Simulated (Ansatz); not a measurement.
# CH3O3Re: the cost of one run

Method: the levels named in each step, in Ansatz 0.2.0.

## Step 1: Starting point

Bond lengths: C1–Re2 2.192 Å, Re2–O3 1.653 Å, Re2–O4 1.653 Å, Re2–O5 1.653 Å, C1–H6 1.091 Å, C1–H7 1.091 Å, C1–H8 1.091 Å. Angles: C1–Re2–O3 95.5°, C1–Re2–O4 95.5°, C1–Re2–O5 95.5°, O3–Re2–O4 119.1°, O3–Re2–O5 119.1°, O4–Re2–O5 119.1°, Re2–C1–H6 109.0°, Re2–C1–H7 109.1°, Re2–C1–H8 109.0°, H6–C1–H7 109.6°, H6–C1–H8 110.0°, H7–C1–H8 110.1°.

Coordinates:

```xyz
8

C     2.0741   -0.2195    0.0432
Re   -0.1053    0.0112   -0.0022
O    -0.3552   -1.0869   -1.2122
O    -0.0876    1.6223   -0.3704
O    -0.3475   -0.4522    1.5658
H     2.3175   -1.2557    0.2822
H     2.4860    0.4391    0.8087
H     2.4802    0.0435   -0.9345
```

## Step 2: A rough first relaxation, PBE-D4/def2-SVP

This run stands in another session on the same molecule. It ended at:

```xyz
8

C     2.1381   -0.2266    0.0456
Re    0.0686   -0.0075    0.0015
O    -0.5089   -1.0737   -1.2185
O    -0.2393    1.6425   -0.3746
O    -0.5009   -0.4373    1.5668
H     2.3891   -1.2800    0.2855
H     2.5602    0.4444    0.8213
H     2.5551    0.0403   -0.9469
```

## Step 3: Relaxation, HF/def2-SVP

input.yaml reads:

```yaml
crystal:
  periodic: [false, false, false]
  atoms:
    - { symbol: C, position_ang: [2.13808004, -0.22664823, 0.04555274] }
    - { symbol: Re, position_ang: [0.06862341, -0.00752851, 0.00154158] }
    - { symbol: O, position_ang: [-0.50891863, -1.07374976, -1.21853172] }
    - { symbol: O, position_ang: [-0.23926836, 1.64252084, -0.37461663] }
    - { symbol: O, position_ang: [-0.50085191, -0.43733446, 1.56676184] }
    - { symbol: H, position_ang: [2.38911882, -1.28001147, 0.28553] }
    - { symbol: H, position_ang: [2.56019808, 0.44436587, 0.82127301] }
    - { symbol: H, position_ang: [2.55511855, 0.04033572, -0.94691082] }
basis:
  gaussian: { orbitals: def2-SVP }
hamiltonian:
  xc: hf
relax:
  f_tol: 0.002
  max_steps: 150
```

Launch:

```bash
> ansatz run input.yaml --threads 4 --pin off --max-ram 10240MiB --backend cpu --events-out ev --progress --plain --runs-dir out
```

Q: Estimate wall time and peak memory on 4 threads of Arm Neoverse V2, shared host.

About 5.2 s, with a peak of 0.2 GiB.
